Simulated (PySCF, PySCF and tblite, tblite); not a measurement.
# C6H9BO2: a path driven as rotation about a bond, and NMR exchange, part 2 of 2

PySCF and tblite. Atoms count from 0.

## 8. Shieldings, end: PBE0/pcSseg-1

The job: settings as JSON, then the geometry in Å.

```
{"job": {"kind": "nmr", "xc": "PBE0", "basis": "pcSseg-1", "pop": false}, "charge": 0, "multiplicity": 1}
C      3.196257    -1.875930    -0.570420
C      2.254416    -1.046954    -0.196336
C      1.332284    -0.260173     0.144619
C      0.370755     0.558101     0.513116
B     -1.124219     0.528797     0.001480
O     -2.109889     1.254973     0.595335
C     -1.934064     2.082659     1.714111
O     -1.578702    -0.185401    -1.056567
C     -0.801798    -1.026872    -1.865619
H      3.005224    -2.662279    -1.285101
H      4.199744    -1.806896    -0.179796
H      0.634205     1.319305     1.241656
H     -1.522513     1.528556     2.563735
H     -2.916712     2.470865     1.986253
H     -1.271811     2.924224     1.485787
H      0.093064    -0.516719    -2.233042
H     -0.489797    -1.918108    -1.313765
H     -1.423767    -1.325335    -2.711231
```

The log of the run:

```text
coarse grid: 15360 points
cycle   1  E = -408.6199456575  dE =  1.317e+00  |g| = 7.879e-01  |ddm| = 4.171e+00
cycle   2  E = -408.4852671722  dE =  1.347e-01  |g| = 1.174e+00  |ddm| = 1.736e+00
cycle   3  E = -408.7377616707  dE = -2.525e-01  |g| = 1.011e-01  |ddm| = 1.130e+00
cycle   4  E = -408.7398459823  dE = -2.084e-03  |g| = 3.326e-02  |ddm| = 1.107e-01
cycle   5  E = -408.7400343490  dE = -1.884e-04  |g| = 2.041e-02  |ddm| = 4.812e-02
cycle   6  E = -408.7401549234  dE = -1.206e-04  |g| = 4.887e-03  |ddm| = 2.202e-02
cycle   7  E = -408.7401612590  dE = -6.336e-06  |g| = 1.082e-03  |ddm| = 4.714e-03
final grid: 149224 points
cycle   8  E = -408.8139227880  dE = -4.668e-05  |g| = 1.258e-02  |ddm| = 1.067e-01
cycle   9  E = -408.8138959839  dE =  2.680e-05  |g| = 1.767e-02  |ddm| = 2.150e-02
cycle  10  E = -408.8139536338  dE = -5.765e-05  |g| = 1.866e-03  |ddm| = 1.260e-02
cycle  11  E = -408.8139543742  dE = -7.404e-07  |g| = 4.065e-04  |ddm| = 1.673e-03
cycle  12  E = -408.8139544050  dE = -3.070e-08  |g| = 2.508e-04  |ddm| = 5.625e-04
cycle  13  E = -408.8139544236  dE = -1.870e-08  |g| = 4.864e-05  |ddm| = 2.571e-04
cycle  14  E = -408.8139544242  dE = -5.350e-10  |g| = 1.690e-05  |ddm| = 6.053e-05
converged SCF energy = -408.8139544242

GIAO shielding tensors (ppm)
atom      isotropic    diamagn.    paramagn.     s11        s22        s33       span
  0 C       75.534     267.218    -191.683      6.438     48.782    171.383    164.944
  1 C       -5.042     260.314    -265.356    -30.121    -11.971     26.967     57.088
  2 C      -17.764     249.334    -267.098    -38.259    -23.065      8.032     46.291
  3 C       74.680     272.893    -198.213      4.470     41.778    177.793    173.322
  4 B       78.639     196.204    -117.565     66.721     80.089     89.106     22.384
  5 O      232.296     392.816    -160.520     76.115    289.847    330.927    254.812
  6 C      132.213     243.308    -111.095    107.359    107.856    181.424     74.064
  7 O      226.698     392.746    -166.049     73.892    279.477    326.725    252.833
  8 C      129.914     246.345    -116.431    106.931    107.780    175.030     68.099
  9 H       25.739      32.773      -7.034     24.209     25.016     27.992      3.784
 10 H       25.706      28.631      -2.925     24.181     24.748     28.188      4.006
 11 H       25.302      34.117      -8.815     22.661     25.114     28.131      5.470
 12 H       27.798      29.577      -1.779     24.260     25.877     33.256      8.996
 13 H       27.670      26.523       1.147     23.508     25.983     33.518     10.010
 14 H       27.761      28.877      -1.116     24.239     25.648     33.397      9.158
 15 H       27.586      31.822      -4.236     23.907     26.842     32.008      8.101
 16 H       27.634      31.817      -4.183     23.940     26.137     32.826      8.886
 17 H       27.759      28.563      -0.804     23.311     26.549     33.417     10.106
```

Wall time 31 s (1 thread of Intel Xeon Platinum 8488C, shared host); peak memory 0.89 GiB.

Key values: HOMO -7.27 eV, LUMO -2.13 eV; dipole 2.23 D.

## 9. Kinetics and line shapes

The job: settings as JSON, then the geometry in Å.

```
{"job": {"smiles": "C=C=C=CB(OC)OC", "charge": 0, "mult": 1, "motion": "rotation", "what": "boronate", "atoms": [4, 5], "drives": [{"terms": [["t", [3, 4, 5, 6], 0.5], ["t", [7, 4, 5, 6], 0.5]], "by": 180, "n": 12}], "study": "path", "level": {"kind": "nmr", "xc": "PBE0", "basis": "pcSseg-1"}, "fields": [80, 500, 700], "first": 4, "seed": 774, "kind": "path"}, "charge": 0, "multiplicity": 1}
C      3.248863    -2.069921    -1.058218
C      2.505315    -1.176004    -0.456009
C      1.777817    -0.322412     0.116101
C      1.016732     0.568116     0.713878
B     -0.525048     0.781199     0.505217
O     -1.072650     1.766696     1.260216
C     -2.442734     2.086299     1.200307
O     -1.341022     0.095435    -0.342254
C     -0.926759    -0.935806    -1.198592
H      2.834156    -2.756415    -1.780811
H      4.305280    -2.156085    -0.856224
H      1.490204     1.230120     1.430707
H     -3.023905     1.362142     1.777314
H     -2.802782     2.078887     0.169524
H     -2.567066     3.080073     1.632520
H     -0.165110    -0.583196    -1.898994
H     -0.514287    -1.774095    -0.631180
H     -1.805763    -1.268716    -1.753424
```

The log of the run:

```text
stationary points (kcal/mol above the start)
  n  kind          group   xTB      DFT    lowest mode
  0  minimum      C1       0.00     0.00      27.3
  1  saddle       C1      11.76    10.90    -177.0
  2  minimum      C1       4.02     4.03      15.2

GFN2-xTB energies: T/K, barrier G, reaction G (kcal/mol), k forward, k back (1/s)
 150.00    11.25     4.02   0.000129       92.9
 200.00    11.32     4.02       1.78   4.36e+04
 250.00    11.40     4.00        560   1.77e+06
 298.15    11.49     3.98   2.34e+04   1.95e+07
 350.00    11.60     3.96   4.19e+05   1.24e+08
 400.00    11.70     3.93   3.36e+06   4.71e+08
 500.00    11.94     3.86   6.31e+07   3.06e+09

PBE0/pcSseg-1 + D3(BJ) energies: T/K, barrier G, reaction G (kcal/mol), k forward, k back (1/s)
 150.00    10.38     4.03    0.00233   1.71e+03
 200.00    10.46     4.02       15.6   3.88e+05
 250.00    10.54     4.01   3.19e+03   1.02e+07
 298.15    10.63     3.99   1.01e+05   8.46e+07
 350.00    10.73     3.96   1.45e+06   4.33e+08
 400.00    10.84     3.93   9.97e+06   1.41e+09
 500.00    11.07     3.86   1.51e+08   7.34e+09
```

It took 1.9 min on 1 thread of Intel Xeon Platinum 8488C, shared host; peak memory 0.89 GiB. This counts the whole study up to here.

Barriers by level (kcal/mol; entropies in cal/(mol K)). Zero-point and thermal terms come from xTB in every row. ΔG‡ leaves symmetry out; the rate counts one path; effective ΔG‡, where given, is the barrier that would give that rate by Eyring's equation alone:

| level | ΔE‡ | with zero-point | ΔH‡ | ΔS‡ | ΔG‡ (298 K) | ΔE of reaction | k at 298 K (1/s) | effective ΔG‡ |
| --- | --- | --- | --- | --- | --- | --- | --- | --- |
| GFN2-xTB | 11.76 | 11.12 | 10.73 | -2.6 | 11.49 | 4.02 | 2.3e+04 | 11.49 |
| PBE0/pcSseg-1 + D3(BJ) | 10.90 | 10.25 | 9.87 | -2.6 | 10.63 | 4.03 | 1e+05 | 10.63 |

Sites that the driver pairs across this motion, and where their lines would merge (no couplings; faster rotations or exchange between molecules can average them sooner):

| nucleus | sites: shielding (ppm) | proton frequency (MHz) | spread (Hz) | coalescence (K) | lines at 298 K |
| --- | --- | --- | --- | --- | --- |
| ¹³C | C3: 67.5; C3 (end): 74.7 | 700 | 1262 | not given | – |
| ¹⁷O | O5: 224.1; O5 (end): 232.3 | 700 | 774 | not given | – |
| ¹⁷O | O7: 234.6; O7 (end): 226.7 | 700 | 753 | not given | – |
| ¹³C | C2: -14.4; C2 (end): -17.8 | 700 | 591 | not given | – |
| ¹³C | C0: 78.5; C0 (end): 75.5 | 700 | 528 | not given | – |
| ¹³C | C6: 133.5; C6 (end): 132.2 | 700 | 230 | not given | – |
| ¹³C | C1: -4.5; C1 (end): -5.0 | 700 | 101 | not given | – |
| ¹H | H9: 25.88; H9 (end): 25.74 | 700 | 98 | not given | – |

A dash: the driver gave no coalescence for this row (it judged the minor form too scarce).

Rows that set an atom against itself at the end compare its shielding in the two forms.

Lines of quadrupolar nuclei are broad, so their coalescence could hardly be seen.

## 10. Shieldings, start: HF/pcSseg-1

The job: settings as JSON, then the geometry in Å.

```
{"job": {"kind": "nmr", "xc": "HF", "basis": "pcSseg-1", "pop": false}, "charge": 0, "multiplicity": 1}
C      3.248863    -2.069921    -1.058218
C      2.505315    -1.176004    -0.456009
C      1.777817    -0.322412     0.116101
C      1.016732     0.568116     0.713878
B     -0.525048     0.781199     0.505217
O     -1.072650     1.766696     1.260216
C     -2.442734     2.086299     1.200307
O     -1.341022     0.095435    -0.342254
C     -0.926759    -0.935806    -1.198592
H      2.834156    -2.756415    -1.780811
H      4.305280    -2.156085    -0.856224
H      1.490204     1.230120     1.430707
H     -3.023905     1.362142     1.777314
H     -2.802782     2.078887     0.169524
H     -2.567066     3.080073     1.632520
H     -0.165110    -0.583196    -1.898994
H     -0.514287    -1.774095    -0.631180
H     -1.805763    -1.268716    -1.753424
```

The log of the run:

```text
final grid: 149224 points
cycle   1  E = -406.6384038524  dE =  2.121e+00  |g| = 7.448e-01  |ddm| = 4.031e+00
cycle   2  E = -406.7628122182  dE = -1.244e-01  |g| = 3.814e-01  |ddm| = 8.582e-01
cycle   3  E = -406.7892548043  dE = -2.644e-02  |g| = 8.873e-02  |ddm| = 2.789e-01
cycle   4  E = -406.7917060666  dE = -2.451e-03  |g| = 1.566e-02  |ddm| = 1.376e-01
cycle   5  E = -406.7918100134  dE = -1.039e-04  |g| = 4.660e-03  |ddm| = 2.812e-02
cycle   6  E = -406.7918242030  dE = -1.419e-05  |g| = 1.658e-03  |ddm| = 1.006e-02
cycle   7  E = -406.7918266862  dE = -2.483e-06  |g| = 8.544e-04  |ddm| = 3.871e-03
cycle   8  E = -406.7918272432  dE = -5.570e-07  |g| = 3.356e-04  |ddm| = 1.925e-03
cycle   9  E = -406.7918273630  dE = -1.198e-07  |g| = 1.113e-04  |ddm| = 1.089e-03
cycle  10  E = -406.7918273740  dE = -1.104e-08  |g| = 3.475e-05  |ddm| = 3.080e-04
cycle  11  E = -406.7918273749  dE = -9.093e-10  |g| = 9.423e-06  |ddm| = 1.099e-04
converged SCF energy = -406.7918273749

GIAO shielding tensors (ppm)
atom      isotropic    diamagn.    paramagn.     s11        s22        s33       span
  0 C       88.913     263.378    -174.465      8.795     75.994    181.950    173.155
  1 C        0.761     263.275    -262.514    -30.360      0.752     31.892     62.252
  2 C      -13.120     256.038    -269.158    -42.916     -7.010     10.566     53.482
  3 C       80.989     265.124    -184.135      5.434     57.974    179.559    174.124
  4 B       89.194     193.352    -104.158     80.278     88.190     99.116     18.838
  5 O      264.969     397.173    -132.204    145.313    298.342    351.254    205.941
  6 C      143.778     238.449     -94.671    120.725    125.158    185.451     64.726
  7 O      270.822     397.331    -126.509    138.115    310.803    363.547    225.433
  8 C      140.820     243.686    -102.866    121.187    121.605    179.668     58.481
  9 H       26.487      33.305      -6.819     24.332     25.503     29.624      5.292
 10 H       26.417      27.415      -0.998     24.222     25.028     30.000      5.778
 11 H       26.102      30.892      -4.790     22.932     27.018     28.356      5.424
 12 H       28.583      28.362       0.221     24.603     26.285     34.862     10.260
 13 H       28.225      28.923      -0.697     23.762     27.691     33.224      9.462
 14 H       28.483      27.128       1.355     23.977     26.587     34.885     10.907
 15 H       28.220      32.471      -4.251     24.480     26.848     33.332      8.853
 16 H       28.190      32.604      -4.413     24.390     26.813     33.369      8.980
 17 H       28.236      29.957      -1.721     23.543     26.951     34.215     10.672
```

It took 16 s on 1 thread of Intel Xeon Platinum 8488C, shared host; peak memory 0.84 GiB.

In short: HOMO -9.15 eV, LUMO 1.58 eV; dipole 1.87 D.

## 11. Single-point energy, saddle of leg 1: HF/pcSseg-1

The job: settings as JSON, then the geometry in Å.

```
{"job": {"kind": "sp", "xc": "HF", "basis": "pcSseg-1", "pop": false}, "charge": 0, "multiplicity": 1}
C      3.133393    -2.172220    -0.505227
C      2.347824    -1.175643    -0.181429
C      1.583453    -0.221805     0.121102
C      0.772571     0.763341     0.442704
B     -0.743935     0.902948     0.029715
O     -1.479468     1.949520     0.543631
C     -2.224896     1.954700     1.727347
O     -1.382725     0.132471    -0.873032
C     -0.815568    -0.892303    -1.647428
H      2.786228    -2.989693    -1.119117
H      4.158665    -2.215981    -0.171619
H      1.176099     1.552786     1.068924
H     -1.593012     1.737714     2.598310
H     -3.033864     1.216152     1.689153
H     -2.655351     2.951166     1.838460
H      0.106666    -0.560516    -2.130004
H     -0.587976    -1.761552    -1.024707
H     -1.548106    -1.171083    -2.406781
```

The log of the run:

```text
final grid: 149224 points
cycle   1  E = -406.6158126858  dE =  2.103e+00  |g| = 7.666e-01  |ddm| = 4.052e+00
cycle   2  E = -406.7427237986  dE = -1.269e-01  |g| = 4.046e-01  |ddm| = 9.444e-01
cycle   3  E = -406.7723523776  dE = -2.963e-02  |g| = 8.894e-02  |ddm| = 3.264e-01
cycle   4  E = -406.7748460885  dE = -2.494e-03  |g| = 1.614e-02  |ddm| = 1.347e-01
cycle   5  E = -406.7749549187  dE = -1.088e-04  |g| = 5.022e-03  |ddm| = 2.792e-02
cycle   6  E = -406.7749698432  dE = -1.492e-05  |g| = 1.824e-03  |ddm| = 1.061e-02
cycle   7  E = -406.7749725822  dE = -2.739e-06  |g| = 9.493e-04  |ddm| = 3.888e-03
cycle   8  E = -406.7749732259  dE = -6.438e-07  |g| = 3.528e-04  |ddm| = 2.178e-03
cycle   9  E = -406.7749733652  dE = -1.393e-07  |g| = 1.217e-04  |ddm| = 1.213e-03
cycle  10  E = -406.7749733798  dE = -1.458e-08  |g| = 3.869e-05  |ddm| = 3.723e-04
cycle  11  E = -406.7749733809  dE = -1.168e-09  |g| = 1.187e-05  |ddm| = 1.195e-04
cycle  12  E = -406.7749733810  dE = -6.662e-11  |g| = 4.716e-06  |ddm| = 1.978e-05
converged SCF energy = -406.7749733810
```

It took 5.3 s on 1 thread of Intel Xeon Platinum 8488C, shared host; peak memory 0.53 GiB.

This run: HOMO -9.29 eV, LUMO 1.38 eV; dipole 2.35 D.

## 12. Shieldings, end: HF/pcSseg-1

The job: settings as JSON, then the geometry in Å.

```
{"job": {"kind": "nmr", "xc": "HF", "basis": "pcSseg-1", "pop": false}, "charge": 0, "multiplicity": 1}
C      3.196257    -1.875930    -0.570420
C      2.254416    -1.046954    -0.196336
C      1.332284    -0.260173     0.144619
C      0.370755     0.558101     0.513116
B     -1.124219     0.528797     0.001480
O     -2.109889     1.254973     0.595335
C     -1.934064     2.082659     1.714111
O     -1.578702    -0.185401    -1.056567
C     -0.801798    -1.026872    -1.865619
H      3.005224    -2.662279    -1.285101
H      4.199744    -1.806896    -0.179796
H      0.634205     1.319305     1.241656
H     -1.522513     1.528556     2.563735
H     -2.916712     2.470865     1.986253
H     -1.271811     2.924224     1.485787
H      0.093064    -0.516719    -2.233042
H     -0.489797    -1.918108    -1.313765
H     -1.423767    -1.325335    -2.711231
```

The log of the run:

```text
final grid: 149224 points
cycle   1  E = -406.6231199584  dE =  2.134e+00  |g| = 7.707e-01  |ddm| = 4.065e+00
cycle   2  E = -406.7501738485  dE = -1.271e-01  |g| = 4.137e-01  |ddm| = 1.005e+00
cycle   3  E = -406.7811471739  dE = -3.097e-02  |g| = 9.110e-02  |ddm| = 3.511e-01
cycle   4  E = -406.7836856539  dE = -2.538e-03  |g| = 1.712e-02  |ddm| = 1.413e-01
cycle   5  E = -406.7837979651  dE = -1.123e-04  |g| = 5.295e-03  |ddm| = 2.746e-02
cycle   6  E = -406.7838119901  dE = -1.402e-05  |g| = 1.934e-03  |ddm| = 1.030e-02
cycle   7  E = -406.7838146806  dE = -2.691e-06  |g| = 8.825e-04  |ddm| = 3.810e-03
cycle   8  E = -406.7838152519  dE = -5.712e-07  |g| = 3.393e-04  |ddm| = 2.033e-03
cycle   9  E = -406.7838153753  dE = -1.235e-07  |g| = 1.088e-04  |ddm| = 1.164e-03
cycle  10  E = -406.7838153887  dE = -1.331e-08  |g| = 3.772e-05  |ddm| = 3.568e-04
cycle  11  E = -406.7838153898  dE = -1.146e-09  |g| = 1.104e-05  |ddm| = 1.284e-04
cycle  12  E = -406.7838153899  dE = -5.946e-11  |g| = 4.721e-06  |ddm| = 2.306e-05
converged SCF energy = -406.7838153899

GIAO shielding tensors (ppm)
atom      isotropic    diamagn.    paramagn.     s11        s22        s33       span
  0 C       85.608     262.943    -177.335      4.572     70.337    181.915    177.343
  1 C        1.205     263.638    -262.433    -29.346      2.699     30.261     59.606
  2 C      -17.601     253.714    -271.314    -45.890    -18.653     11.742     57.632
  3 C       88.446     269.612    -181.166     11.955     64.027    189.356    177.401
  4 B       89.112     193.105    -103.993     80.874     88.341     98.121     17.247
  5 O      269.077     393.983    -124.906    127.407    327.701    352.124    224.716
  6 C      143.017     239.736     -96.719    121.589    122.848    184.613     63.024
  7 O      264.656     393.875    -129.220    123.645    320.905    349.417    225.772
  8 C      141.038     243.119    -102.081    121.725    122.591    178.797     57.072
  9 H       26.323      32.030      -5.707     24.234     25.275     29.460      5.226
 10 H       26.281      28.490      -2.209     24.189     24.899     29.756      5.567
 11 H       26.213      33.702      -7.490     22.796     26.626     29.216      6.420
 12 H       28.491      29.290      -0.799     24.654     26.716     34.103      9.450
 13 H       28.184      26.952       1.232     23.709     26.321     34.523     10.815
 14 H       28.450      28.803      -0.353     24.649     26.420     34.281      9.632
 15 H       28.353      31.805      -3.452     24.565     27.643     32.849      8.284
 16 H       28.380      31.849      -3.469     24.639     26.803     33.696      9.057
 17 H       28.309      29.050      -0.740     23.550     26.915     34.463     10.913
```

It took 15 s on 1 thread of Intel Xeon Platinum 8488C, shared host; peak memory 0.89 GiB.

In short: HOMO -9.37 eV, LUMO 1.36 eV; dipole 2.75 D.

## 13. Second level: HF/pcSseg-1 + D3(BJ)

The job, as its differences from that of step 9:

```diff
@@ -1,2 +1,2 @@
-{"job": {"smiles": "C=C=C=CB(OC)OC", "charge": 0, "mult": 1, "motion": "rotation", "what": "boronate", "atoms": [4, 5], "drives": [{"terms": [["t", [3, 4, 5, 6], 0.5], ["t", [7, 4, 5, 6], 0.5]], "by": 180, "n": 12}], "study": "path", "level": {"kind": "nmr", "xc": "PBE0", "basis": "pcSseg-1"}, "fields": [80, 500, 700], "first": 4, "seed": 774, "kind": "path"}, "charge": 0, "multiplicity": 1}
+{"job": {"smiles": "C=C=C=CB(OC)OC", "charge": 0, "mult": 1, "motion": "rotation", "what": "boronate", "atoms": [4, 5], "drives": [{"terms": [["t", [3, 4, 5, 6], 0.5], ["t", [7, 4, 5, 6], 0.5]], "by": 180, "n": 12}], "study": "path", "level": {"kind": "nmr", "xc": "HF", "basis": "pcSseg-1", "wide": true}, "fields": [80, 500, 700], "first": 4, "seed": 774, "kind": "pathvar"}, "charge": 0, "multiplicity": 1}
 C      3.248863    -2.069921    -1.058218
```

The log of the run:

```text
stationary points (kcal/mol above the start)
  n  kind          group   xTB      DFT    lowest mode
  0  minimum      C1       0.00     0.00      27.3
  1  saddle       C1      11.76    11.40    -177.0
  2  minimum      C1       4.02     4.55      15.2

GFN2-xTB energies: T/K, barrier G, reaction G (kcal/mol), k forward, k back (1/s)
 150.00    11.25     4.02   0.000129       92.9
 200.00    11.32     4.02       1.78   4.36e+04
 250.00    11.40     4.00        560   1.77e+06
 298.15    11.49     3.98   2.34e+04   1.95e+07
 350.00    11.60     3.96   4.19e+05   1.24e+08
 400.00    11.70     3.93   3.36e+06   4.71e+08
 500.00    11.94     3.86   6.31e+07   3.06e+09

PBE0/pcSseg-1 + D3(BJ) energies: T/K, barrier G, reaction G (kcal/mol), k forward, k back (1/s)
 150.00    10.38     4.03    0.00233   1.71e+03
 200.00    10.46     4.02       15.6   3.88e+05
 250.00    10.54     4.01   3.19e+03   1.02e+07
 298.15    10.63     3.99   1.01e+05   8.46e+07
 350.00    10.73     3.96   1.45e+06   4.33e+08
 400.00    10.84     3.93   9.97e+06   1.41e+09
 500.00    11.07     3.86   1.51e+08   7.34e+09

HF/pcSseg-1 + D3(BJ) energies: T/K, barrier G, reaction G (kcal/mol), k forward, k back (1/s)
 150.00    10.88     4.55   0.000435   1.87e+03
 200.00    10.96     4.55       4.44   4.14e+05
 250.00    11.04     4.54   1.16e+03   1.07e+07
 298.15    11.13     4.52   4.32e+04   8.84e+07
 350.00    11.23     4.49   7.07e+05    4.5e+08
 400.00    11.34     4.46   5.31e+06   1.45e+09
 500.00    11.57     4.39    9.1e+07   7.54e+09
```

It took 2.5 min on 1 thread of Intel Xeon Platinum 8488C, shared host; peak memory 0.89 GiB. This counts the runs that the step sums up.

Barriers by level (kcal/mol; entropies in cal/(mol K)). Zero-point and thermal terms come from xTB in every row. ΔG‡ leaves symmetry out; the rate counts one path; effective ΔG‡, where given, is the barrier that would give that rate by Eyring's equation alone:

| level | ΔE‡ | with zero-point | ΔH‡ | ΔS‡ | ΔG‡ (298 K) | ΔE of reaction | k at 298 K (1/s) | effective ΔG‡ |
| --- | --- | --- | --- | --- | --- | --- | --- | --- |
| GFN2-xTB | 11.76 | 11.12 | 10.73 | -2.6 | 11.49 | 4.02 | 2.3e+04 | 11.49 |
| PBE0/pcSseg-1 + D3(BJ) | 10.90 | 10.25 | 9.87 | -2.6 | 10.63 | 4.03 | 1e+05 | 10.63 |
| HF/pcSseg-1 + D3(BJ) | 11.40 | 10.75 | 10.37 | -2.6 | 11.13 | 4.55 | 4.3e+04 | 11.13 |

## 14. Results

This closing draws on all 2 parts.

```
                        quantity                               value
barrier (PBE0/pcSseg-1 + D3(BJ))  ΔE‡ 10.9, ΔG‡(298 K) 10.6 kcal/mol
              barrier (GFN2-xTB)                   ΔE‡ 11.8 kcal/mol
                   rate at 298 K                           1e+05 s⁻¹
                 end of the path         4.0 kcal/mol from the start
```

**Reading.** The barrier is 10.9 kcal/mol at the DFT level (xTB: 11.8); with thermal terms and the count of paths the DFT value gives a rate of 1e+05 s⁻¹ at 298 K. An error of 1.4 kcal/mol changes that rate tenfold. HF/pcSseg-1 + D3(BJ) moves the barrier from 10.9 to 11.4 kcal/mol.
